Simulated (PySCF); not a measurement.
# C₂H₇FSSi: electronic excitations and core binding energies

What electronic excitations and core binding energies should C₂H₇FSSi (`FCC[SiH2]S`) show?

The runs use PySCF 2.14.0, with density-fitted response routines of our own; the level of theory stands in each step. All values are computed, except where a source is named. Atoms are numbered from 0 throughout.

**1. The starting structure**

12 atoms, charge 0, multiplicity 1; geometry from: GFN2-xTB.

Bonds of the start (Å): F0–C1 1.38, C1–C2 1.52, C2–Si3 1.90, Si3–S4 2.16, C1–H5 1.09, C1–H6 1.10, C2–H7 1.09, C2–H8 1.09, Si3–H9 1.46, Si3–H10 1.46, S4–H11 1.32.

**2. Excited states and response: wB97X-D/def2-SVPD**

The job: settings as JSON, then the geometry in Å.

```
{"job": {"kind": "uv", "xc": "wB97X-D", "basis": "def2-SVPD", "nstates": 8, "ntriplets": 3}, "charge": 0, "multiplicity": 1}
F     -1.173715    -1.058446     1.550451
C     -1.401873    -0.788050     0.220196
C     -0.811266     0.561310    -0.146117
Si     1.062993     0.629711     0.166135
S      1.914033    -0.672932    -1.325006
H     -0.935948    -1.599390    -0.347993
H     -2.488312    -0.813383     0.081091
H     -1.035335     0.752716    -1.195354
H     -1.308319     1.333722     0.440668
H      1.569838     1.976777    -0.079119
H      1.430382     0.126821     1.481926
H      3.178721    -0.449543    -1.010767
```

With the program's defaults for keys left out, this is: TDDFT wB97X-D/def2-SVPD, vertical, gas phase, core orbitals frozen in the response.

Run with:

```sh
$ OMP_NUM_THREADS=1 python probes_run.py task.json out
```

One launch serves the whole session: the jobs run in the order shown.

The program printed:

```text
coarse grid: 10848 points
cycle   1  E = -867.4280586508  dE =  3.184e-01  |g| = 5.029e-01  |ddm| = 3.936e+00
cycle   2  E = -867.4406038599  dE = -1.255e-02  |g| = 5.214e-01  |ddm| = 1.100e+00
cycle   3  E = -867.4853061588  dE = -4.470e-02  |g| = 5.603e-02  |ddm| = 4.562e-01
cycle   4  E = -867.4859070620  dE = -6.009e-04  |g| = 2.051e-02  |ddm| = 9.992e-02
cycle   5  E = -867.4860239638  dE = -1.169e-04  |g| = 3.635e-03  |ddm| = 4.163e-02
cycle   6  E = -867.4860285044  dE = -4.541e-06  |g| = 9.196e-04  |ddm| = 9.840e-03
final grid: 95296 points
cycle   7  E = -867.5864350777  dE = -8.298e-05  |g| = 7.253e-03  |ddm| = 9.683e-02
cycle   8  E = -867.5864362764  dE = -1.199e-06  |g| = 7.640e-03  |ddm| = 1.698e-02
cycle   9  E = -867.5864455722  dE = -9.296e-06  |g| = 6.416e-04  |ddm| = 5.443e-03
cycle  10  E = -867.5864456691  dE = -9.693e-08  |g| = 2.928e-04  |ddm| = 1.553e-03
cycle  11  E = -867.5864456924  dE = -2.333e-08  |g| = 4.680e-05  |ddm| = 6.420e-04
cycle  12  E = -867.5864456933  dE = -8.540e-10  |g| = 1.420e-05  |ddm| = 1.217e-04
converged SCF energy = -867.5864456933

Static polarisability (au): isotropic 72.518, principal 64.845 71.178 81.531

Singlet excitations
state   eV       nm        f      main configurations
  1   6.2465    198.5   0.00261   H->L+1 0.57, H->L 0.16, H->L+6 0.11
  2   6.3638    194.8   0.03685   H->L 0.80, H->L+1 0.14
  3   7.2447    171.1   0.00260   H->L+2 0.52, H->L+3 0.26
  4   7.8570    157.8   0.00319   H->L+3 0.42, H->L+4 0.33, H->L+2 0.15
  5   7.9740    155.5   0.03923   H->L+5 0.44, H->L+8 0.12, H->L+6 0.11
  6   7.9877    155.2   0.00842   H->L+7 0.45, H->L+2 0.15, H->L+4 0.15
  7   8.1759    151.6   0.10574   H-2->L 0.64, H-1->L 0.15
  8   8.2697    149.9   0.01225   H->L+7 0.24, H->L+4 0.22, H->L+6 0.16

Triplet excitations (Tamm-Dancoff, eV): 5.8935 6.0693 7.1283
```

It took 23 s on 1 thread of Arm Neoverse V1, shared host; peak memory 0.71 GiB.

Frontier orbitals and where they lie:

```csv
orbital,eV,atoms
HOMO−3,-11.77,"F0 33 %, C1 18 %, C2 17 %"
HOMO−2,-10.95,"S4 59 %, Si3 18 %, C2 5 %"
HOMO−1,-10.89,"C2 26 %, Si3 19 %, C1 14 %"
HOMO,-9.21,"S4 75 %, Si3 11 %, H11 6 %"
LUMO,1.70,"S4 46 %, Si3 20 %, H11 10 %"
LUMO+1,1.89,"Si3 31 %, S4 24 %, H9 8 %"
LUMO+2,2.39,"S4 35 %, Si3 15 %, C2 9 %"
```

With each of the 8 states as a Gaussian band of 0.4 eV half-width at 1/e, the curve within the window shown has maxima at 195 nm (ε 1,600), 153 nm (ε 6,400) L/(mol cm). Beyond the last state computed it falls off for lack of states. The curve at chosen wavelengths:

```
 nm  ε (L/mol/cm)
145          2126
148          4280
151          6051
154          6295
157          5022
160          3188
163          1676
166           775
169           357
172           201
175           167
178           218
181           369
183           533
186           854
189          1201
192          1474
195          1589
198          1521
201          1306
204          1015
207           721
210           472
213           287
216           163
219            87
```

Further results of this job:

```csv
property,computed
dipole moment (D),1.57
polarisability (Å³),10.75
HOMO–LUMO gap (eV),10.91
−ε(HOMO) (eV),9.21
```

**3. Core-electron binding energies: SCAN, X2C**

Settings changed since step 2:

```diff
@@ -1,2 +1,2 @@
-{"job": {"kind": "uv", "xc": "wB97X-D", "basis": "def2-SVPD", "nstates": 8, "ntriplets": 3}, "charge": 0, "multiplicity": 1}
+{"job": {"kind": "xps"}, "charge": 0, "multiplicity": 1}
 F     -1.173715    -1.058446     1.550451
```

Method: delta-SCF UKS SCAN, pcX-2 on the ionised atom, pcseg-1 elsewhere, spin-free X2C.

The program printed:

```text
ground state, core basis on atom 0 (F), 144 functions
  cycle   1  E = -869.48840792  |g| = 6.25e-01
  cycle   2  E = -869.39281888  |g| = 1.00e+00
  cycle   3  E = -869.56097829  |g| = 1.06e-01
  cycle   4  E = -869.56267889  |g| = 4.43e-02
  cycle   5  E = -869.56315384  |g| = 7.44e-03
  cycle   6  E = -869.56316857  |g| = 1.57e-03
  cycle   7  E = -869.56316889  |g| = 7.10e-04
  cycle   8  E = -869.56316925  |g| = 2.03e-04
  E(ground) = -869.61097124 Eh
hole in F 1s of atom 0
  cycle   1  E = -843.22598231  |g| = 2.58e+00
  cycle   2  E = -841.45569785  |g| = 2.53e+00
  cycle   3  E = -843.37314045  |g| = 1.08e+00
  cycle   4  E = -844.08759537  |g| = 2.81e-01
  cycle   5  E = -844.10560406  |g| = 1.16e-01
  cycle   6  E = -844.11152411  |g| = 3.95e-02
  cycle   7  E = -844.11231376  |g| = 7.76e-03
  cycle   8  E = -844.11234122  |g| = 2.40e-03
  cycle   9  E = -844.11234404  |g| = 6.73e-04
  cycle  10  E = -844.11234560  |g| = 3.57e-04
  E(ion) = -844.16630237 Eh   <S^2> = 0.7571   hole on atom = 1.000   binding energy = 692.385 eV
ground state, core basis on atom 1 (C), 144 functions
  cycle   1  E = -869.52096798  |g| = 8.39e-02
  cycle   2  E = -869.51973582  |g| = 1.08e-01
  cycle   3  E = -869.52149447  |g| = 2.17e-02
  cycle   4  E = -869.52156721  |g| = 5.14e-03
  cycle   5  E = -869.52157435  |g| = 5.96e-04
  cycle   6  E = -869.52157343  |g| = 8.32e-05
  E(ground) = -869.56697514 Eh
hole in C 1s of atom 1
  cycle   1  E = -858.19563841  |g| = 1.50e+00
  cycle   2  E = -855.26269383  |g| = 2.51e+00
  cycle   3  E = -858.40097339  |g| = 8.55e-01
  cycle   4  E = -858.66978733  |g| = 4.54e-01
  cycle   5  E = -858.73928214  |g| = 1.41e-01
  cycle   6  E = -858.74435460  |g| = 5.40e-02
  cycle   7  E = -858.74605583  |g| = 1.30e-02
  cycle   8  E = -858.74616259  |g| = 4.86e-03
  cycle   9  E = -858.74617940  |g| = 1.88e-03
  cycle  10  E = -858.74618365  |g| = 9.82e-04
  cycle  11  E = -858.74618320  |g| = 3.44e-04
  E(ion) = -858.79229625 Eh   <S^2> = 0.7713   hole on atom = 1.000   binding energy = 293.194 eV
ground state, core basis on atom 2 (C), 144 functions
  cycle   1  E = -869.51828256  |g| = 5.87e-02
  cycle   2  E = -869.51823907  |g| = 2.40e-02
  cycle   3  E = -869.51826542  |g| = 2.19e-02
  cycle   4  E = -869.51837932  |g| = 2.80e-03
  cycle   5  E = -869.51838163  |g| = 6.43e-04
  cycle   6  E = -869.51838149  |g| = 1.40e-04
  E(ground) = -869.56483221 Eh
hole in C 1s of atom 2
  cycle   1  E = -858.26282418  |g| = 1.51e+00
  cycle   2  E = -857.44409287  |g| = 1.91e+00
  cycle   3  E = -858.77228709  |g| = 3.90e-01
  cycle   4  E = -858.81231309  |g| = 2.60e-01
  cycle   5  E = -858.83458869  |g| = 6.16e-02
  cycle   6  E = -858.83578341  |g| = 1.56e-02
  cycle   7  E = -858.83589814  |g| = 7.15e-03
  cycle   8  E = -858.83593664  |g| = 2.10e-03
  cycle   9  E = -858.83593956  |g| = 8.67e-04
  cycle  10  E = -858.83594008  |g| = 3.77e-04
  E(ion) = -858.88165478 Eh   <S^2> = 0.7675   hole on atom = 1.000   binding energy = 290.704 eV
ground state, core basis on atom 3 (Si), 155 functions
  cycle   1  E = -869.61254911  |g| = 2.87e-01
  cycle   2  E = -869.61255298  |g| = 3.96e-02
  cycle   3  E = -869.61244402  |g| = 3.74e-02
  cycle   4  E = -869.61273387  |g| = 8.19e-03
  cycle   5  E = -869.61275088  |g| = 1.43e-03
  cycle   6  E = -869.61274928  |g| = 2.13e-04
  E(ground) = -869.61755224 Eh
hole in Si 1s of atom 3
  cycle   1  E = -800.66878181  |g| = 4.35e+00
  cycle   2  E = -800.51687968  |g| = 2.25e+00
  cycle   3  E = -801.12015655  |g| = 9.35e-01
  cycle   4  E = -801.65097902  |g| = 3.43e-01
  cycle   5  E = -801.72754854  |g| = 7.91e-02
  cycle   6  E = -801.73091645  |g| = 3.75e-02
  cycle   7  E = -801.73178126  |g| = 1.07e-02
  cycle   8  E = -801.73182872  |g| = 4.01e-03
  cycle   9  E = -801.73183561  |g| = 1.60e-03
  cycle  10  E = -801.73183477  |g| = 3.48e-04
  E(ion) = -801.74554469 Eh   <S^2> = 0.7525   hole on atom = 1.000   binding energy = 1846.891 eV
hole in Si 2p of atom 3
  cycle   1  E = -865.32613174  |g| = 1.24e+00
  cycle   2  E = -864.99675175  |g| = 1.25e+00
  cycle   3  E = -865.55747947  |g| = 3.70e-01
  cycle   4  E = -865.64773591  |g| = 1.03e-01
  cycle   5  E = -865.65450934  |g| = 3.28e-02
  cycle   6  E = -865.65518425  |g| = 8.69e-03
  cycle   7  E = -865.65521985  |g| = 3.44e-03
  cycle   8  E = -865.65522328  |g| = 1.48e-03
  cycle   9  E = -865.65522487  |g| = 4.06e-04
  E(ion) = -865.67225484 Eh   <S^2> = 0.7526   hole on atom = 1.002   binding energy = 107.357 eV
  2p3/2 = 107.112 eV   2p1/2 = 107.737 eV
ground state, core basis on atom 4 (S), 155 functions
  cycle   1  E = -869.66281426  |g| = 4.05e-01
  cycle   2  E = -869.66278080  |g| = 4.05e-02
  cycle   3  E = -869.66247074  |g| = 5.01e-02
  cycle   4  E = -869.66326106  |g| = 5.63e-03
  cycle   5  E = -869.66325921  |g| = 2.30e-03
  cycle   6  E = -869.66326183  |g| = 3.84e-04
  E(ground) = -869.69556237 Eh
hole in S 1s of atom 4
  cycle   1  E = -777.43172948  |g| = 5.08e+00
  cycle   2  E = -775.80872711  |g| = 2.56e+00
  cycle   3  E = -768.03203505  |g| = 3.04e+00
  cycle   4  E = -778.52012986  |g| = 5.67e-01
  cycle   5  E = -778.50985325  |g| = 5.93e-01
  cycle   6  E = -778.64250713  |g| = 6.07e-02
  cycle   7  E = -778.64342573  |g| = 3.13e-02
  cycle   8  E = -778.64395345  |g| = 9.52e-03
  cycle   9  E = -778.64399513  |g| = 3.53e-03
  cycle  10  E = -778.64400077  |g| = 7.69e-04
  cycle  11  E = -778.64400151  |g| = 2.26e-04
  E(ion) = -778.66773054 Eh   <S^2> = 0.7513   hole on atom = 1.000   binding energy = 2476.993 eV
hole in S 2p of atom 4
  cycle   1  E = -862.98986198  |g| = 1.52e+00
  cycle   2  E = -861.05703655  |g| = 1.82e+00
  cycle   3  E = -863.01136891  |g| = 9.50e-01
  cycle   4  E = -863.39314279  |g| = 2.09e-01
  cycle   5  E = -863.42120978  |g| = 1.37e-01
  cycle   6  E = -863.42710090  |g| = 4.65e-02
  cycle   7  E = -863.42801511  |g| = 1.15e-02
  cycle   8  E = -863.42808656  |g| = 2.89e-03
  cycle   9  E = -863.42808980  |g| = 1.27e-03
  cycle  10  E = -863.42809007  |g| = 3.63e-04
  E(ion) = -863.46745622 Eh   <S^2> = 0.7529   hole on atom = 1.001   binding energy = 169.475 eV
  2p3/2 = 169.219 eV   2p1/2 = 170.464 eV
```

Wall time 54 s (1 thread of Arm Neoverse V1, shared host); peak memory 0.48 GiB.

The holes in one table. −ε is the ground-state orbital energy:

```
       hole  stands for                  environment  ΔSCF (eV; 2p as the shell's mean)  −ε (eV)   ⟨S²⟩
  F1s on F0          F0    fluorine on an sp3 carbon                             692.38    666.3  0.757
  C1s on C1          C1          sp3 CH2 bonded to F                             293.19    275.8  0.771
  C1s on C2          C2         sp3 CH2 bonded to Si                             290.70    273.9  0.767
Si1s on Si3         Si3  silicon bonded to C, S, 2 H                            1846.89   1793.9  0.752
Si2p on Si3         Si3  silicon bonded to C, S, 2 H                             107.32     96.7  0.753
  S1s on S4          S4       sulfur bonded to Si, H                            2476.99   2414.8  0.751
  S2p on S4          S4       sulfur bonded to Si, H                             169.63    157.9  0.753
```

With the spin-orbit splitting: Si3 2p3/2 107.11, 2p1/2 107.74 eV; S4 2p3/2 169.22, 2p1/2 170.46 eV. The table gives each 2p level as the mean over the whole 2p shell (two parts 2p3/2, one part 2p1/2), which differs a little from the single hole in the log.

**4. Outcome**

| quantity | value |
| --- | --- |
| lowest singlet (wB97X-D/def2-SVPD) | 6.25 eV (198 nm), f = 0.003 |
| brightest single state of those computed | state 7, 8.18 eV, f = 0.106 |
| lowest triplet | 5.89 eV |
| C1s binding energies, SCAN/pcX-2 | C1 293.19, C2 290.70 eV |
| F1s binding energies, SCAN/pcX-2 | F0 692.38 eV |
| Si1s binding energies, SCAN/pcX-2 | Si3 1846.89 eV |
| Si2p binding energies, SCAN/pcX-2 | Si3 107.32 eV |
| S1s binding energies, SCAN/pcX-2 | S4 2476.99 eV |
| S2p binding energies, SCAN/pcX-2 | S4 169.63 eV |

In words: The first singlet state (HOMO→LUMO+1 0.57, HOMO→LUMO 0.16) lies at 6.25 eV and is weak; of the 8 states computed, the strongest absorption comes from state 7 at 8.18 eV. The lowest triplet lies 0.35 eV below the lowest singlet (triplets in Tamm-Dancoff, singlets in full TDDFT). C1 (sp3 CH2 bonded to F) binds its C1s electron 2.49 eV more tightly than C2 (sp3 CH2 bonded to Si).
